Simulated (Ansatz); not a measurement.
# MnHg (P4/mmm) in Ansatz: convergence with k mesh

Aim: find how far k mesh must go before the results for MnHg settle, at PBE. This setting moves, with any that are tied to it; all else stays.

Everything below comes from runs of Ansatz 0.2.0. Logs are shortened: lines on timing, memory, paths and dates and some standing lists are left out, and cuts for length are marked.

**1. Starting point**

It takes space group P4/mmm (No. 123, tetragonal). The conventional cell has a = 3.288 Å, b = 3.288 Å, c = 3.313 Å, α = 90.00°, β = 90.00°, γ = 90.00°. Hg (site symmetry 4/mmm) is surrounded by 8 Mn at 2.85 Å. Around Mn (site symmetry 4/mmm) lie 8 Hg at 2.85 Å.

**2. With k mesh 3 × 3 × 3**

The input, input.yaml:

```yaml
crystal:
  lattice:
    - [3.288, 0.0, 0.0]
    - [0.0, 3.288, 0.0]
    - [0.0, 0.0, 3.313]
  atoms:
    - { symbol: Hg, position: [0.0, 0.0, 0.0] }
    - { symbol: Mn, position: [0.5, 0.5, 0.5], spin: 4.0 }
hamiltonian:
  xc: pbe
  pseudopotentials: { kind: nc, accuracy: stringent }
magnetization:
  spin_polarized: true
kpoints:
  mp_grid: { grid: [3, 3, 3] }
scf:
  occupations: { method: fermi_dirac, width: 0.05 }
output:
  forces: true
  stress: true
  eigenvalues: true
```

Potentials or basis: PseudoDojo stringent (PBE files).

Run with:

```bash
$ ansatz run input.yaml --threads 2 --pin off --max-ram 5632MiB --backend cpu --events-out ev --progress --plain --runs-dir out
```

Output:

```text
Warning: RAYON_NUM_THREADS=2 ignored (pool sized by the plan → 2); use --threads N
Engine: ansatz 0.2.0, aarch64-unknown-linux-gnu
Pseudopotentials: kind: nc
Pseudopotential: Hg, nc, valence charge 20, recommended cutoff 1197.300995 eV (normal), Hg.nc.azcp (PseudoDojo's, or run here from an input of PseudoDojo's; its table is named by hamiltonian.pseudopotentials.accuracy)
Pseudopotential: Mn, nc, valence charge 15, recommended cutoff 1768.740106 eV (normal), Mn.nc.azcp (PseudoDojo's, or run here from an input of PseudoDojo's; its table is named by hamiltonian.pseudopotentials.accuracy)
Functional definition: PBE
  parameter kappa = 0.804
  parameter beta = 0.06672455060314922
  exchange = pbe_x(kappa = kappa, mu = beta*pi^2/3)
  correlation = pbe_c(beta = beta)
Crystal: 2 atoms, lattice volume = 35.817 Å³
Basis set: ecut = 1768.740106 eV, 6039 PW (Γ), exchange–correlation on 96×96×96 points (8 copies of the dense FFT grid, shifted against one another)
Bands: 24, of which v1, the nominal top of the filled ones, is band 18 counted from 1 (17 counted from 0)
Symmetry: 16 space group operations
Space group: P4/mmm (ITA 123), of the structure as read, at distance tolerance 3.3e-5 Å
Magnetic group: BNS 123.339 (UNI 999), of the structure as read, at distance tolerance 3.3e-5 Å
k-points: 6 of 27
Non-local potential: Hg, projectors of the file, l = 0: 2, l = 1: 2, l = 2: 2, l = 3: 1
Non-local potential: Mn, projectors of the file, l = 0: 2, l = 1: 2, l = 2: 2
Initial density: superposition of atomic densities (chi_scale 0.1, normalization cell)
Starting moments: Σ|m| = 4 μB on 1 of 2 sites
Initial wavefunctions: pseudopotential atomic-orbital guess
Functional: x = pbe(κ = 0.804, μ = 0.2195149727645171), c = pbe(β = 0.06672455060314922)
SCF iter   1: F=—  HF=-7499.553001 eV  |F-HF|=—  |Δ(HF+E_count)|=         —  Δρ=9.02e-2 (↑4.82e-2 ↓9.02e-2)  dr2=7.10e0  dr2_m=4.97e-1  M=3.392 μB ∫|m|=3.546 μB  β_m=0.30  ethr=3.10e-3  ⟨swp⟩=5.2  Hψ=1273  notcnv=0
preconditioner: auto → Kerker (q_TF=auto, 2.718 Å⁻¹)  [metal: Δε(μ)=0.051 eV  Ē_g=9.847 eV  σ=0.050 eV  W_gap=0.25  n_scr=18 (ndim 8)  ℏωp=27.0 eV  f_vac=0.000  D(μ)=2.91/eV (n_scr^D=32)]
spin=Collinear: Kerker preconditioning applied to the charge; magnetization (m = ρ↑ − ρ↓) channel mixes plain (no charge-response kernel on spin).
SCF iter   2: F=—  HF=-7498.657558 eV  |F-HF|=—  |Δ(HF+E_count)|=   8.95e-1  Δρ=3.77e-2 (↑3.77e-2 ↓2.78e-2)  dr2=6.71e-1  dr2_m=2.51e-1  M=3.441 μB ∫|m|=3.797 μB  β_m=1.00  ethr=3.10e-3  ⟨swp⟩=3.6  Hψ=652  notcnv=0  defer=9
preconditioner: auto → Resta (q_TF=auto, 2.718 Å⁻¹)  ε∞=8.1  [insulator: Δε(μ)=0.253 eV  Ē_g=10.157 eV  σ=0.050 eV  W_gap=0.59  n_scr=18 (ndim 8)  ℏωp=27.0 eV  f_vac=0.000  D(μ)=1.08/eV (n_scr^D=6)  ε∞_Penn≈8.1]
spin=Collinear: Resta preconditioning applied to the charge; magnetization (m = ρ↑ − ρ↓) channel mixes plain (no charge-response kernel on spin).
spin-set hold released at iteration 2 (site moments show no strong build): the magnetisation degrees of freedom join the quasi-Newton model from the next iteration; the mixer history was kept
SCF iter   3: F=—  HF=-7498.652909 eV  |F-HF|=—  |Δ(HF+E_count)|=   4.65e-3  Δρ=1.35e-2 (↑1.35e-2 ↓1.31e-2)  dr2=2.23e-1  dr2_m=7.08e-3  M=3.443 μB ∫|m|=3.921 μB  β_m=0.30  ethr=1.92e-3  ⟨swp⟩=2.1  Hψ=439  notcnv=0  defer=13
SCF iter   4: F=—  HF=-7498.609924 eV  |F-HF|=—  |Δ(HF+E_count)|=   4.30e-2  Δρ=1.14e-2 (↑8.36e-3 ↓1.14e-2)  dr2=7.58e-2  dr2_m=1.44e-2  M=3.444 μB ∫|m|=3.968 μB  β_m=0.64  ethr=6.36e-4  ⟨swp⟩=2.3  Hψ=409  notcnv=0  defer=14
SCF iter   5: F=—  HF=-7498.588718 eV  |F-HF|=—  |Δ(HF+E_count)|=   2.12e-2  Δρ=1.86e-3 (↑1.82e-3 ↓1.86e-3)  dr2=1.42e-3  dr2_m=6.26e-4  M=3.445 μB ∫|m|=4.000 μB  β_m=0.73  ethr=2.17e-4  ⟨swp⟩=2.8  Hψ=536  notcnv=0  defer=14
SCF iter   6: F=—  HF=-7498.588746 eV  |F-HF|=—  |Δ(HF+E_count)|=   2.73e-5  Δρ=5.15e-4 (↑4.34e-4 ↓5.15e-4)  dr2=1.18e-4  dr2_m=3.61e-5  M=3.445 μB ∫|m|=4.010 μB  β_m=0.83  ethr=4.05e-6  ⟨swp⟩=2.4  Hψ=541  notcnv=0  defer=14
SCF iter   7: F=—  HF=-7498.588801 eV  |F-HF|=—  |Δ(HF+E_count)|=   5.54e-5  Δρ=1.32e-4 (↑8.78e-5 ↓1.32e-4)  dr2=5.88e-6  dr2_m=2.03e-6  M=3.445 μB ∫|m|=4.013 μB  β_m=0.91  ethr=3.37e-7  ⟨swp⟩=2.2  Hψ=465  notcnv=0  defer=14
SCF iter   8: F=—  HF=-7498.588697 eV  |F-HF|=—  |Δ(HF+E_count)|=   1.05e-4  Δρ=3.61e-5 (↑2.46e-5 ↓3.61e-5)  dr2=3.72e-7  dr2_m=2.37e-7  M=3.445 μB ∫|m|=4.014 μB  β_m=0.96  ethr=1.68e-8  ⟨swp⟩=2.1  Hψ=455  notcnv=0  defer=14
SCF iter   9: F=-7498.588697 eV  HF=-7498.588697 eV  |F-HF|=4.24e-9  |Δ(HF+E_count)|=   1.28e-7  Δρ=3.92e-6 (↑3.92e-6 ↓3.35e-6)  dr2=4.91e-9  dr2_m=1.27e-9  M=3.445 μB ∫|m|=4.014 μB  ethr=2.86e-10  ⟨swp⟩=10.7  Hψ=1535  notcnv=0
SCF 1 converged in 9 iterations: F = -7498.588697 eV  dr2 = 4.91e-9
SCF converged after 9 iterations
Magnetization: 3.4447 μB (19.2224 up, 15.7776 down)
Absolute magnetization: 4.0139 μB (∫|ρ↑−ρ↓|)
Spin contamination: 0.2693 ħ² per cell (⟨S²⟩ above its minimum at these occupations)
Per-site moments (μB) at R_I (Å): [(-0.09047707945997573, 1.1775747433980837), (3.6486865180923895, 1.1775747433980837)]
Free energy (F): -7498.588697 eV
Harris-Foulkes:  -7498.588697 eV  (|F-HF|=4.24e-9)
Internal energy: -7498.581542 eV  (E = F + TS)
E sigma→0 (E₀):  -7498.585119 eV
Entropy (-TS):   -0.007155 eV (-3.577 meV/atom)
Fermi energy:    16.555028 eV
--- Per-component energies (eV) ---
  E_band       = -583.178385
  E_kinetic    = 2696.546416
  E_local      = -5813.754516  (includes V_loc(G=0)·N_el)
  E_nonlocal   = 73.774725
  E_hartree    = 1726.655640
  E_xc         = -1257.580849
  E_vxc        = -993.056775  (∫ρ·V_xc dr)
  E_ewald      = -4924.222958
  E_smearing   = -0.007155  (= −TS)
  E_closure    = -0.000000  (closes the sum)
  Σ components = -7498.588697   (vs F -7498.588697, Δ=0.00e0)
--- Forces (eV/Å), atoms counted from 1 ---
  atom   1  Hg    -0.00000000     0.00000000     0.00000000
  atom   2  Mn     0.00000000     0.00000000     0.00000000
  max |Σ_I F_I| component: 5.52e-30 eV/Å
--- Stress (GPa, compression-positive) ---
        0.623934       0.000000       0.000000
        0.000000       0.623934       0.000000
        0.000000       0.000000       0.226785
  P = ⅓ Tr σ = 0.4916 GPa (4.916 kbar)
--- Band table (eV; the first three rows and the last of 12) ---
  k-point 0 ↑: bands = ["-99.1297", "-64.5760", "-47.4311", "-47.4298", "-47.4298", "-33.3302", "-33.3152", "-33.3152", "6.9514", "8.3021", "8.3136", "9.4663", "9.4663", "9.4851", "13.8611", "13.8675", "14.7423", "14.7423", "14.7503", "21.4632", "21.6776", "21.6776", "25.5052", "27.9761"]
  k-point 1 ↑: bands = ["-99.1295", "-64.5753", "-47.4403", "-47.4291", "-47.4291", "-33.3429", "-33.3146", "-33.3146", "8.1491", "8.5160", "9.2349", "9.2349", "9.4571", "9.5953", "13.5394", "13.5821", "14.1743", "14.1743", "14.5867", "15.9835", "24.5554", "24.5554", "26.9043", "28.0609"]
  k-point 2 ↑: bands = ["-99.1295", "-64.5752", "-47.4401", "-47.4304", "-47.4291", "-33.3294", "-33.3291", "-33.3145", "8.1752", "8.5332", "9.2127", "9.2332", "9.4749", "9.5826", "13.5826", "13.5862", "14.1505", "14.1780", "14.5727", "16.0846", "24.3954", "24.5928", "26.7732", "27.9962"]
  k-point 5 ↓: bands = ["-99.1151", "-60.6396", "-47.4227", "-47.4226", "-47.4223", "-29.4845", "-29.4789", "-29.4788", "8.5551", "8.7251", "8.7305", "9.5183", "9.5227", "11.7864", "15.7770", "15.7967", "17.8912", "17.8918", "18.1015", "19.6696", "20.9381", "20.9504", "24.3364", "25.4569"]
```

It took 2.2 s on 2 threads of Arm Neoverse V2, shared host; peak memory 0.42 GiB.

Results:

```yaml
Free_energy: -7498.5887 eV
Pressure: 0.5 GPa
Band_gap_on_the_k_mesh: none (metal or under the smearing width)
Net_moment: 3.44 μB per cell
Absolute_moment: 4.01 μB per cell
Site_moments: Hg -0.09; Mn +3.65 μB
```

**3. With k mesh 4 × 4 × 4**

Edit input.yaml of step 2 so:

```diff
@@ -14,3 +14,3 @@
 kpoints:
-  mp_grid: { grid: [3, 3, 3] }
+  mp_grid: { grid: [4, 4, 4] }
 scf:
```

Potentials or basis: PseudoDojo stringent (PBE files).

Run with:

```bash
$ ansatz run input.yaml --threads 2 --pin off --max-ram 5632MiB --backend cpu --events-out ev --progress --plain --runs-dir out
```

It took 5.5 s on 2 threads of Arm Neoverse V2, shared host; peak memory 0.52 GiB.

Results:

```yaml
Free_energy: -7498.7339 eV
Pressure: 0.5 GPa
Band_gap_on_the_k_mesh: none (metal or under the smearing width)
Net_moment: 3.72 μB per cell
Absolute_moment: 4.03 μB per cell
Site_moments: Hg -0.04; Mn +3.74 μB
```

**4. With k mesh 5 × 5 × 5**

Edit input.yaml of step 3 so:

```diff
@@ -14,3 +14,3 @@
 kpoints:
-  mp_grid: { grid: [4, 4, 4] }
+  mp_grid: { grid: [5, 5, 5] }
 scf:
```

Run with:

```bash
$ ansatz run input.yaml --threads 2 --pin off --max-ram 5632MiB --backend cpu --events-out ev --progress --plain --runs-dir out
```

Run time: 6.1 s. Hardware: 2 threads of Arm Neoverse V2, shared host; peak memory 0.53 GiB.

What came out:

```
Free energy            : -7498.7213 eV
Pressure               : 2.5 GPa
Band gap on the k mesh : none (metal or under the smearing width)
Net moment             : 3.98 μB per cell
Absolute moment        : 4.17 μB per cell
Site moments           : Hg -0.00; Mn +3.89 μB
```

**5. With k mesh 6 × 6 × 6**

Edit input.yaml of step 4 so:

```diff
@@ -14,3 +14,3 @@
 kpoints:
-  mp_grid: { grid: [5, 5, 5] }
+  mp_grid: { grid: [6, 6, 6] }
 scf:
```

Run with:

```bash
$ ansatz run input.yaml --threads 2 --pin off --max-ram 5632MiB --backend cpu --events-out ev --progress --plain --runs-dir out
```

It took 12 s on 2 threads of Arm Neoverse V2, shared host; peak memory 0.66 GiB.

What came out:

- Free energy: -7498.7117 eV
- Pressure: 1.8 GPa
- Band gap on the k mesh: none (metal or under the smearing width)
- Net moment: 3.88 μB per cell
- Absolute moment: 4.13 μB per cell
- Site moments: Hg -0.02; Mn +3.85 μB

**6. With k mesh 7 × 7 × 7**

Edit input.yaml of step 5 so:

```diff
@@ -14,3 +14,3 @@
 kpoints:
-  mp_grid: { grid: [6, 6, 6] }
+  mp_grid: { grid: [7, 7, 7] }
 scf:
```

Potentials or basis: PseudoDojo stringent (PBE files).

Run with:

```bash
$ ansatz run input.yaml --threads 2 --pin off --max-ram 5632MiB --backend cpu --events-out ev --progress --plain --runs-dir out
```

Run time: 12 s. Hardware: 2 threads of Arm Neoverse V2, shared host; peak memory 0.67 GiB.

Results (log left out):

| Quantity | Value |
| --- | --- |
| Free energy | -7498.7348 eV |
| Pressure | 2.0 GPa |
| Band gap on the k mesh | none (metal or under the smearing width) |
| Net moment | 3.91 μB per cell |
| Absolute moment | 4.17 μB per cell |
| Site moments | Hg -0.02; Mn +3.87 μB |

**7. With k mesh 9 × 9 × 9**

Edit input.yaml of step 6 so:

```diff
@@ -14,3 +14,3 @@
 kpoints:
-  mp_grid: { grid: [7, 7, 7] }
+  mp_grid: { grid: [9, 9, 9] }
 scf:
```

Run with:

```bash
$ ansatz run input.yaml --threads 2 --pin off --max-ram 5632MiB --backend cpu --events-out ev --progress --plain --runs-dir out
```

Wall time 22 s (2 threads of Arm Neoverse V2, shared host); peak memory 0.87 GiB.

Results (log left out):

- Free energy: -7498.7172 eV
- Pressure: 1.3 GPa
- Band gap on the k mesh: none (metal or under the smearing width)
- Net moment: 3.80 μB per cell
- Absolute moment: 4.08 μB per cell
- Site moments: Hg -0.03; Mn +3.80 μB

**8. With k mesh 11 × 11 × 11**

Edit input.yaml of step 7 so:

```diff
@@ -14,3 +14,3 @@
 kpoints:
-  mp_grid: { grid: [9, 9, 9] }
+  mp_grid: { grid: [11, 11, 11] }
 scf:
```

Run with:

```bash
$ ansatz run input.yaml --threads 2 --pin off --max-ram 5632MiB --backend cpu --events-out ev --progress --plain --runs-dir out
```

Run time: 38 s. Hardware: 2 threads of Arm Neoverse V2, shared host; peak memory 1.2 GiB.

It converged, with:

| Property | Result |
| --- | --- |
| Free energy | -7498.7174 eV |
| Pressure | 1.9 GPa |
| Band gap on the k mesh | none (metal or under the smearing width) |
| Net moment | 3.90 μB per cell |
| Absolute moment | 4.15 μB per cell |
| Site moments | Hg -0.02; Mn +3.86 μB |

**9. With k mesh 13 × 13 × 13**

Edit input.yaml of step 8 so:

```diff
@@ -14,3 +14,3 @@
 kpoints:
-  mp_grid: { grid: [11, 11, 11] }
+  mp_grid: { grid: [13, 13, 13] }
 scf:
```

Potentials or basis: PseudoDojo stringent (PBE files).

Run with:

```bash
$ ansatz run input.yaml --threads 2 --pin off --max-ram 5632MiB --backend cpu --events-out ev --progress --plain --runs-dir out
```

It took 58 s on 2 threads of Arm Neoverse V2, shared host; peak memory 1.6 GiB.

It converged, with:

* Free energy: -7498.7212 eV
* Pressure: 1.9 GPa
* Band gap on the k mesh: none (metal or under the smearing width)
* Net moment: 3.89 μB per cell
* Absolute moment: 4.14 μB per cell
* Site moments: Hg -0.02; Mn +3.86 μB

**10. Summary**

| k mesh | energy less the tightest run, at zero smearing (meV/atom) | pressure (GPa) | absolute moment (μB) | SCF cycles | CPU time (s) | peak memory (GiB) |
| --- | --- | --- | --- | --- | --- | --- |
| 3 × 3 × 3 | 64.83 | 0.49 | 4.01 | 9 | 4.2 | 0.42 |
| 4 × 4 × 4 | -7.02 | 0.49 | 4.03 | 9 | 11 | 0.52 |
| 5 × 5 × 5 | 2.59 | 2.53 | 4.17 | 10 | 12 | 0.53 |
| 6 × 6 × 6 | 6.02 | 1.81 | 4.13 | 10 | 23 | 0.66 |
| 7 × 7 × 7 | -8.32 | 1.99 | 4.17 | 9 | 23 | 0.67 |
| 9 × 9 × 9 | 2.76 | 1.28 | 4.08 | 10 | 44 | 0.87 |
| 11 × 11 × 11 | 2.77 | 1.95 | 4.15 | 10 | 74 | 1.2 |
| 13 × 13 × 13 | 0.00 | 1.94 | 4.14 | 10 | 110 | 1.6 |

Against the tightest run, the pressure stays within 0.1 GPa from 11 × 11 × 11 on; the absolute moment stays within 0.02 μB from 11 × 11 × 11 on. Not settled before the last step: the energy (to 1 meV/atom). Meshes of other sizes hit other points, so gaps and Fermi surfaces needn't settle smoothly. The tightest run that finished is the yardstick and may itself not be fully converged.
